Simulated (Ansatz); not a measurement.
# CH6ClSi2 (SMILES C[Si]([SiH3])Cl) at UCCSD/def2-SVP

Aim: the energy change on altering one bond length of CH6ClSi2 at UCCSD/def2-SVP, from 2 runs. 

The calculation is run with Ansatz 0.2.0.

44 further runs of the same task are left out: 44 set aside as unsound or not needed.

### Step 1. The system as given

CH6ClSi2: 10 atoms, total charge 0, spin state doublet. SMILES: `C[Si]([SiH3])Cl`. Geometry: relaxed at PBE0-D4/def2-TZVP.

Bond lengths: C1–Si2 1.872 Å, Si2–Si3 2.338 Å, Si2–Cl4 2.073 Å, C1–H5 1.093 Å, C1–H6 1.094 Å, C1–H7 1.092 Å, Si3–H8 1.485 Å, Si3–H9 1.490 Å, Si3–H10 1.489 Å. Some angles: C1–Si2–Si3 115.2°, C1–Si2–Cl4 108.2°, Si3–Si2–Cl4 108.6°, Si2–C1–H5 110.0°, Si2–C1–H6 110.4°, Si2–C1–H7 110.6°, Si2–Si3–H8 109.0°, Si2–Si3–H9 112.4°, Si2–Si3–H10 108.4°, H5–C1–H6 108.7°.

### Step 2. The energy at UCCSD/def2-SVP

Input file in.yaml:

```yaml
crystal:
  periodic: [false, false, false]
  atoms:
    - {symbol: C, position_ang: [-0.817600, 1.375900, -0.759000]}
    - {symbol: Si, position_ang: [-0.393400, -0.447400, -0.745400]}
    - {symbol: Si, position_ang: [1.253500, -1.073900, 0.791400]}
    - {symbol: Cl, position_ang: [-2.123100, -1.512600, -0.330000]}
    - {symbol: H, position_ang: [0.078700, 1.966200, -0.965000]}
    - {symbol: H, position_ang: [-1.223500, 1.680800, 0.209700]}
    - {symbol: H, position_ang: [-1.561600, 1.592100, -1.528300]}
    - {symbol: H, position_ang: [1.490500, -2.535600, 0.676400]}
    - {symbol: H, position_ang: [0.871400, -0.750900, 2.195100]}
    - {symbol: H, position_ang: [2.508200, -0.345800, 0.457800]}
basis:
  gaussian:
    orbitals: def2-SVP
total_charge: 0
magnetization:
  spin_polarized: true
  initial_magnetization: 1
correlation:
  method: ccsd
  frozen_orbitals: {C: 1, Cl: 5, H: 0, Si: 5}
accuracy: high
scf:
  omitted_lower_state_checks: [cluster_reference, increment]
```

On the command line:

```sh
$ ansatz run in.yaml --threads 1 --pin off --max-ram 3480MiB --events-out events.jsonl --progress --plain --runs-dir runs
```

Log (excerpt; [...] marks lines left out):

```text
Warning: RAYON_NUM_THREADS=1 ignored (pool sized by the plan → 1); use --threads N
Functional definition: HF
  name "HF"
[...]
2141 factors; integrals over basis functions are off by at most 2.1e-8 eV
[...]
mean field -29344.47280983 eV, -1078.3894853632 hartree, gradient 2.6e-8 eV, S^2 0.756209; 0 other end points of the search recorded, 0 dependent functions left out
16 core orbitals not correlated: weight in the atoms' cores, before any rotation towards them, 1.000 or more for the frozen orbitals, at most 0.000 for the correlated occupied ones
reference -29344.47280983 eV, -1078.3894853632 hartree; 13, 12 occupied and 69, 70 virtual orbitals, 2141 factors
second order -12.44599111 eV of doubles, -0.00000000 eV of singles
cycle   1  -13.65970172 eV  change    -1.2e0 eV  update   8.6e-2
[...]
cycle  22  -14.13753790 eV  change  -3.3e-10 eV  update   2.3e-9
Total energy: -29358.61034773 eV, -1078.9090302982 hartree
Checks for a lower state left out: cluster_reference, increment
```

It took 55 s on 1 thread of Arm Neoverse V2, shared host; peak memory 1.1 GiB.

### Step 3. The distorted shape, same level

Input file in.yaml:

```yaml
crystal:
  periodic: [false, false, false]
  atoms:
    - {symbol: C, position_ang: [-0.614648, 1.223448, -1.243355]}
    - {symbol: Si, position_ang: [-0.190448, -0.599852, -1.229755]}
    - {symbol: Si, position_ang: [1.456452, -1.226352, 0.307045]}
    - {symbol: Cl, position_ang: [-1.920148, -1.665052, -0.814355]}
    - {symbol: H, position_ang: [0.281652, 1.813748, -1.449355]}
    - {symbol: H, position_ang: [-1.223500, 1.680800, 0.209700]}
    - {symbol: H, position_ang: [-1.358648, 1.439648, -2.012655]}
    - {symbol: H, position_ang: [1.693452, -2.688052, 0.192045]}
    - {symbol: H, position_ang: [1.074352, -0.903352, 1.710745]}
    - {symbol: H, position_ang: [2.711152, -0.498252, -0.026555]}
basis:
  gaussian: {orbitals: def2-SVP}
magnetization: {spin_polarized: true, initial_magnetization: 1}
correlation: {method: ccsd, frozen_orbitals: {C: 1, Cl: 5, H: 0, Si: 5}}
accuracy: high
scf: {omitted_lower_state_checks: [cluster_reference, increment]}
```

On the command line:

```sh
$ ansatz run in.yaml --threads 1 --pin off --max-ram 3480MiB --events-out events.jsonl --progress --plain --runs-dir runs
```

Log (excerpt; [...] marks lines left out):

```text
Warning: RAYON_NUM_THREADS=1 ignored (pool sized by the plan → 1); use --threads N
[... 2 set-up lines as earlier in the session ...]
[...]
2137 factors; integrals over basis functions are off by at most 7.9e-9 eV
[...]
mean field -29342.29498229 eV, -1078.3094516773 hartree, gradient 1.4e-8 eV, S^2 0.859601; 0 other end points of the search recorded, 0 dependent functions left out
16 core orbitals not correlated: weight in the atoms' cores, before any rotation towards them, 1.000 or more for the frozen orbitals, at most 0.000 for the correlated occupied ones
reference -29342.29498229 eV, -1078.3094516773 hartree; 13, 12 occupied and 69, 70 virtual orbitals, 2137 factors
second order -12.44293167 eV of doubles, -0.00000000 eV of singles
cycle   1  -13.66874233 eV  change    -1.2e0 eV  update   1.0e-1
[...]
cycle  26  -14.34865486 eV  change    1.9e-9 eV  update  8.6e-10
Total energy: -29356.64363715 eV, -1078.8367550175 hartree
Checks for a lower state left out: cluster_reference, increment
```

Wall time 62 s (1 thread of Arm Neoverse V2, shared host); peak memory 1.1 GiB.

### Step 4. Summary of results

At UCCSD/def2-SVP, 16 core orbitals frozen:

| quantity | value |
| --- | --- |
| first shape: total energy | -1078.90903 Eh |
| first shape: correlation energy (16 core orbitals frozen) | -519.5 mEh |
| first shape: ⟨S²⟩ of the reference determinant | 0.756 |
| first shape: T1 diagnostic | 0.012 |
| distorted shape: total energy | -1078.83676 Eh |
| distorted shape: correlation energy (16 core orbitals frozen) | -527.3 mEh |
| distorted shape: ⟨S²⟩ of the reference determinant | 0.860 |
| distorted shape: T1 diagnostic | 0.025 |
| energy change with the C1–H6 bond stretched from 1.094 to 1.641 Å | 1.967 eV |

With the C1–H6 bond stretched from 1.094 to 1.641 Å the energy rises by 1.97 eV (190 kJ/mol). The first shape isn't relaxed at this level, so the change isn't measured from a minimum. ⟨S²⟩ (distorted shape) is 0.86 where a pure doublet has 0.75: the reference is spin-contaminated.
